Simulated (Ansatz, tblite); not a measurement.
**SbH2(vinyl) (C2H5Sb): charged states by level of theory**

An exercise on one series of results from a longer session: the logs are not shown, and one member is left open.

Method: as each input shows; program: Ansatz 0.2.0, Gaussian basis.

The runs, in order: charge +1 doublet, at the geometry of the singlet (PBE0-D4/def2-TZVP, PBE-D4/def2-TZVP, r2SCAN-D4/def2-TZVP, CCSD(T)/def2-TZVPP); charge -1 doublet, at the geometry of the singlet (PBE0-D4/def2-TZVPD, PBE-D4/def2-TZVPD, r2SCAN-D4/def2-TZVPD); the starting singlet's energies come from earlier runs.

2 further runs of the same task are left out: 2 set aside as unsound or not needed.

## The relaxed structure

The singlet was relaxed beforehand with r2SCAN-D4/def2-TZVP.

8 atoms, charge 0, spin multiplicity 1.

Atoms are counted from 1 here; the program's logs count them from 0.

Bond lengths: Sb1–H2 1.714 Å, Sb1–H3 1.714 Å, Sb1–C4 2.145 Å, C4–C5 1.329 Å, C4–H6 1.087 Å, C5–H7 1.087 Å, C5–H8 1.088 Å. Angles: H2–Sb1–H3 89.9°, H2–Sb1–C4 93.7°, H3–Sb1–C4 93.7°, Sb1–C4–C5 121.5°, Sb1–C4–H6 118.5°, C5–C4–H6 120.0°, C4–C5–H7 122.3°, C4–C5–H8 121.7°, H7–C5–H8 116.1°.

Coordinates:

```
Sb    0.75553    1.32860    0.78538
H     2.12293    1.41768   -0.24382
H    -0.00879    2.56043   -0.12862
C    -0.15607   -0.25936   -0.33161
C    -0.69152   -1.31478    0.27243
H    -0.17350   -0.18621   -1.41609
H    -0.69406   -1.42481    1.35373
H    -1.15452   -2.12153   -0.29140
```

Sb takes a core potential in the def2 sets. No spin-orbit coupling is included.

Set-up of the first run:

Input file in.yaml:

```yaml
crystal:
  periodic: [false, false, false]
  atoms:
    - {symbol: Sb, position_ang: [0.755530, 1.328599, 0.785375]}
    - {symbol: H, position_ang: [2.122931, 1.417677, -0.243820]}
    - {symbol: H, position_ang: [-0.008791, 2.560433, -0.128617]}
    - {symbol: C, position_ang: [-0.156073, -0.259357, -0.331612]}
    - {symbol: C, position_ang: [-0.691520, -1.314777, 0.272432]}
    - {symbol: H, position_ang: [-0.173499, -0.186214, -1.416088]}
    - {symbol: H, position_ang: [-0.694056, -1.424815, 1.353734]}
    - {symbol: H, position_ang: [-1.154521, -2.121527, -0.291404]}
basis:
  gaussian: {orbitals: def2-SVP}
total_charge: 1
magnetization: {spin_polarized: true, initial_magnetization: 1}
hamiltonian: {xc: pbe0, dispersion: d4}
output: {orbitals: {seedname: orbitals}}
```

On the command line:

```sh
ansatz run in.yaml --threads 4 --pin off --events-out ev --progress --plain --max-ram 3916MiB
```

Among the steps run: Charge +1 doublet at the fixed geometry, first pass, PBE0-D4/def2-SVP; Charge +1 doublet at the fixed geometry, PBE0-D4/def2-TZVP; Charge +1 doublet at the fixed geometry, PBE-D4/def2-TZVP; Charge +1 doublet at the fixed geometry, r2SCAN-D4/def2-TZVP; Charge +1 doublet at the fixed geometry, CCSD(T)/def2-TZVPP.

One table of the session follows, with a row left open; its other results are not shown here.

It belongs to the step «Vertical ionisation energy». 

| method | vertical ionisation energy (eV) |
| --- | --- |
| HF/def2-TZVPP | 8.48 |
| PBE-D4/def2-TZVP | ? |
| r2SCAN-D4/def2-TZVP | 9.26 |
| PBE0-D4/def2-TZVP | 9.32 |
| MP2/def2-TZVPP | 9.55 |
| CCSD/def2-TZVPP | 9.37 |
| CCSD(T)/def2-TZVPP | 9.40 |

**Question.** Estimate the row for PBE-D4/def2-TZVP.

The run gave: vertical ionisation energy (eV): 9.22. In the column «vertical ionisation energy (eV)» it lies between HF/def2-TZVPP (8.48) and r2SCAN-D4/def2-TZVP (9.26).
